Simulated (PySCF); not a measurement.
**CH5FOSn (SMILES [CH3][SnH]([OH])[F]): levels of theory compared**

Wanted: a comparison of 6 runs (HF/3-21G, HF/def2-SVP, HF/def2-SVPD, PBE/3-21G, PBE0/def2-SVP, MP2/3-21G) of CH5FOSn. The job is set up through a Python script.

The calculation is run with PySCF 2.14.0.

## (1) The structure to begin with

The species is CH5FOSn (9 atoms), meant as a singlet with charge 0. SMILES: `[CH3][SnH]([OH])[F]`. The coordinates come from a PBE0-D4/def2-TZVP relaxation. This is one conformer, not always the lowest.

Bond lengths: C1–Sn2 2.120 Å, Sn2–O3 1.954 Å, Sn2–F4 1.928 Å, C1–H5 1.090 Å, C1–H6 1.090 Å, C1–H7 1.090 Å, Sn2–H8 1.697 Å, O3–H9 0.960 Å. Some angles: C1–Sn2–O3 112.2°, C1–Sn2–F4 104.4°, O3–Sn2–F4 104.6°, C1–Sn2–H8 121.5°, O3–Sn2–H8 105.6°, F4–Sn2–H8 107.3°, Sn2–C1–H5 109.8°, Sn2–C1–H6 110.0°, Sn2–C1–H7 108.7°, Sn2–O3–H9 113.8°.

## (2) Energy and forces at HF/3-21G (run 1)

run.py

```python
# [CH3][SnH]([OH])[F]
import pyscf.grad
from pyscf import gto, scf

mol = gto.M(
    atom='''
C     -0.657625     2.496139    -0.326167
Sn    -0.512494    -1.431279     0.448999
O      2.886368    -2.544327     1.370051
F     -1.158780    -3.016003    -2.767693
H     -2.573240     3.029987    -0.861337
H     -0.082392     3.562890     1.338871
H      0.623232     2.908477    -1.885191
H     -2.473085    -2.791125     2.592326
H      4.115257    -2.302442     0.057826
''',
    basis='3-21g',
    max_memory=1860,
    unit='bohr',
    spin=0,
    verbose=4,
    charge=0,
)

hf = scf.RHF(mol)
hf.conv_tol = 1e-10
hf.kernel()
if not hf.converged:
    hf = hf.newton().run(hf.mo_coeff, hf.mo_occ)

e_tot = hf.e_tot
print('E = %.10f Eh' % e_tot)
grad = hf.Gradients().kernel()
dip = hf.dip_moment()
pop, q = hf.mulliken_pop()
```

Started as:

```sh
$ OMP_NUM_THREADS=1 python run.py
```

Log:

```text
PySCF version 2.14.0

[... 65 lines left out ...]
converged SCF energy = -6210.24926259599
[... 12 lines left out ...]
Dipole moment(X, Y, Z, Debye): -0.22167,  2.90213,  0.54206
[... 78 lines left out ...]
charge of    8H =      0.37853
```

It took 5.4 s on 1 thread of Intel Xeon at 2.70GHz, shared host; peak memory 0.14 GiB.

## (3) Energy and gradient at HF/def2-SVP (core potential) (run 2)

input.xyz

```xyz
9

C     -0.348000     1.320900    -0.172600
Sn    -0.271200    -0.757400     0.237600
O      1.527400    -1.346400     0.725000
F     -0.613200    -1.596000    -1.464600
H     -1.361700     1.603400    -0.455800
H     -0.043600     1.885400     0.708500
H      0.329800     1.539100    -0.997600
H     -1.308700    -1.477000     1.371800
H      2.177700    -1.218400     0.030600
```

calc.py

```python
import pyscf.grad
from pyscf import gto, scf

mol = gto.M(
    atom='input.xyz',
    max_memory=1860,
    ecp={'Sn': 'def2-svp'},
    verbose=4,
    basis='def2-svp',
    spin=0,
)

mf = scf.RHF(mol)
mf.conv_tol = 1e-10
mf.kernel()
if not mf.converged:
    mf = mf.newton().run(mf.mo_coeff, mf.mo_occ)

e_final = mf.e_tot
print('E(%s) = %.9f' % ('HF', e_final))
grad = mf.Gradients().kernel()
dip = mf.dip_moment()
pop, q = mf.mulliken_pop()
```

Started as:

```sh
$ OMP_NUM_THREADS=1 python calc.py
```

Log:

```text
PySCF version 2.14.0

[... 67 lines left out ...]
converged SCF energy = -428.285352913778
[... 12 lines left out ...]
Dipole moment(X, Y, Z, Debye): -0.35408,  3.06871,  0.93146
[... 103 lines left out ...]
charge of    8H =      0.21078
```

Run time: 11 s. Hardware: 1 thread of Intel Xeon at 2.70GHz, shared host; peak memory 0.19 GiB.

Runs 3 to 5 aren't shown in full; the table further down has their settings and results.

## (4) Energy and forces at MP2/3-21G (run 6)

job.py

```python
import pyscf.grad
from pyscf import gto, scf, mp

system = gto.Mole()
system.atom = '''
C   -0.348000   1.320900  -0.172600
Sn  -0.271200  -0.757400   0.237600
O    1.527400  -1.346400   0.725000
F   -0.613200  -1.596000  -1.464600
H   -1.361700   1.603400  -0.455800
H   -0.043600   1.885400   0.708500
H    0.329800   1.539100  -0.997600
H   -1.308700  -1.477000   1.371800
H    2.177700  -1.218400   0.030600
'''
system.max_memory = 1860
system.basis = '3-21g'
system.verbose = 3
system.build()

hf = scf.RHF(system)
hf.conv_tol = 1e-10
hf.kernel()
if not hf.converged:
    hf = hf.newton().run(hf.mo_coeff, hf.mo_occ)

pt = mp.MP2(hf, frozen=21).run()
e_tot = pt.e_tot
print('Final energy', e_tot)
grad = pt.Gradients().kernel()
dip = hf.dip_moment()
pop, q = hf.mulliken_pop()
```

Started as:

```sh
$ OMP_NUM_THREADS=1 python job.py
```

Log:

```text
converged SCF energy = -6210.24926259139
[... 2 lines left out ...]
Final energy -6210.630404945044
[... 8 lines left out ...]
Dipole moment(X, Y, Z, Debye): -0.22167,  2.90213,  0.54206
[... 78 lines left out ...]
charge of    8H =      0.37853
```

It took 11 s on 1 thread of Intel Xeon at 2.70GHz, shared host; peak memory 0.41 GiB.

## (5) The series

| run | level | core potential | integration grid | energy (Eh) | dipole moment (D) of the reference | HOMO energy (eV) | LUMO energy (eV) | wall time |
| --- | --- | --- | --- | --- | --- | --- | --- | --- |
| 1 | HF/3-21G | – | – | -6210.249263 | 2.96 | -11.62 | 3.96 | 5.4 s |
| 2 | HF/def2-SVP (core potential) | def2-svp | – | -428.285353 | 3.23 | -11.83 | 3.35 | 11 s |
| 3 | HF/def2-SVPD (core potential) | def2-svp | – | -428.309534 | 3.28 | -11.92 | 1.78 | 28 s |
| 4 | PBE/3-21G | – | 5 | -6213.071138 | 2.40 | -6.00 | -0.45 | 32 s |
| 5 | PBE0/def2-SVP (core potential) | def2-svp | 5 | -430.116295 | 2.89 | -8.29 | -0.03 | 48 s |
| 6 | MP2/3-21G | – | – | -6210.630405 | 2.96 | -11.62 | 3.96 | 11 s |

## (6) Outcome

| quantity | value |
| --- | --- |
| run 6: total energy | -6210.63040 Eh |
| run 6: dipole moment (Hartree–Fock density) | 2.96 D |
| run 6: HOMO energy (Hartree–Fock orbitals) | -11.62 eV |
| run 6: LUMO energy (Hartree–Fock orbitals) | 3.96 eV |
| run 6: HOMO–LUMO gap (Hartree–Fock orbitals) | 15.58 eV |
| run 6: correlation energy (21 core orbitals frozen) | -381.1 mEh |
| run 6: largest force on an atom | 1.586 eV/Å |

What this shows: Over runs 1, 2, 3, 4, 5 the dipole moment (its size) runs from 2.40 D (PBE/3-21G) to 3.28 D (HF/def2-SVPD). The two ends differ in method and basis and core potential. Over runs 1, 2, 3, 4, 5 the HOMO–LUMO gap runs from 5.55 eV (PBE/3-21G) to 15.58 eV (HF/3-21G). Exact exchange widens orbital gaps. Totals of different functionals can't be ranked against each other. Some runs of one species differ in core potentials or relativity; totals across that change don't compare. In runs 1, 4, 6 relativity is left out where basis or elements ask for it. All runs together took 2.2 min, the longest 48 s.
